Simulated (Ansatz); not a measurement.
# CH₅BOSi: basis-set convergence

The task here is to estimate one member of a computed series from the others.

Method: one geometry, several basis sets; program: Ansatz 0.2.0, Gaussian basis.

Levels to be run: PBE0-D4/def2-SVP; ωB97M-V/def2-SVP; PBE0-D4/def2-QZVPP; ωB97M-V/def2-QZVPP; the functionals' def2-TZVPP values are taken from earlier runs.

## The geometry

An earlier PBE0-D4 in a triple-zeta def2 set relaxation fixed the geometry.

SMILES `B1OC[SiH2]1`, 9 atoms, charge 0, spin multiplicity 1.

Atoms are counted from 1 here; the program's logs count them from 0.

Bond lengths: B1–O2 1.357 Å, B1–Si4 2.022 Å, B1–H5 1.194 Å, O2–C3 1.462 Å, C3–Si4 1.921 Å, C3–H6 1.091 Å, C3–H7 1.091 Å, Si4–H8 1.489 Å, Si4–H9 1.489 Å. Angles: O2–B1–Si4 91.5°, O2–B1–H5 121.1°, Si4–B1–H5 147.4°, B1–O2–C3 106.2°, O2–C3–Si4 92.5°, O2–C3–H6 108.9°, O2–C3–H7 108.9°, Si4–C3–H6 117.9°, Si4–C3–H7 117.8°, H6–C3–H7 108.9°, B1–Si4–C3 69.7°, B1–Si4–H8 121.8°, B1–Si4–H9 121.8°, C3–Si4–H8 114.9°, C3–Si4–H9 115.0°, H8–Si4–H9 108.4°.

The first run:

in.yaml reads:

```yaml
crystal:
  periodic: [false, false, false]
  atoms:
    - {symbol: B, position_ang: [-0.846590, 0.497843, -1.024404]}
    - {symbol: O, position_ang: [0.472124, 0.818132, -1.045611]}
    - {symbol: C, position_ang: [1.069966, 0.160420, 0.115661]}
    - {symbol: Si, position_ang: [-0.608902, -0.600570, 0.656411]}
    - {symbol: H, position_ang: [-1.592854, 0.901246, -1.864574]}
    - {symbol: H, position_ang: [1.851888, -0.519991, -0.226131]}
    - {symbol: H, position_ang: [1.517462, 0.918586, 0.760741]}
    - {symbol: H, position_ang: [-0.660173, -2.088595, 0.633957]}
    - {symbol: H, position_ang: [-1.114420, -0.133471, 1.976851]}
basis:
  gaussian: {orbitals: def2-SVP}
hamiltonian: {xc: pbe0, dispersion: d4}
output: {orbitals: {seedname: orbitals}}
```

Command:

```
$ ansatz run in.yaml --threads 2 --pin off --events-out ev --progress --plain --max-ram 4352MiB
```

Steps of the session up to this table: PBE0-D4 in def2-SVP; ωB97M-V in def2-SVP; PBE0-D4 in def2-QZVPP; ωB97M-V in def2-QZVPP.

One table of the session follows, with a row left open; its other results are not shown here.

It belongs to the step «Functionals by basis». 

| functional | basis | HOMO (eV) |
| --- | --- | --- |
| PBE0-D4 | def2-SVP | -7.54 |
| PBE0-D4 | def2-TZVPP | -7.56 |
| PBE0-D4 | def2-QZVPP | -7.57 |
| ωB97M-V | def2-SVP | -9.67 |
| ωB97M-V | def2-TZVPP | ? |
| ωB97M-V | def2-QZVPP | -9.72 |

**Question.** Estimate the row for ωB97M-V, def2-TZVPP.

As computed: HOMO (eV): -9.71. In the column «HOMO (eV)» it lies between ωB97M-V, def2-QZVPP (-9.72) and ωB97M-V, def2-SVP (-9.67).
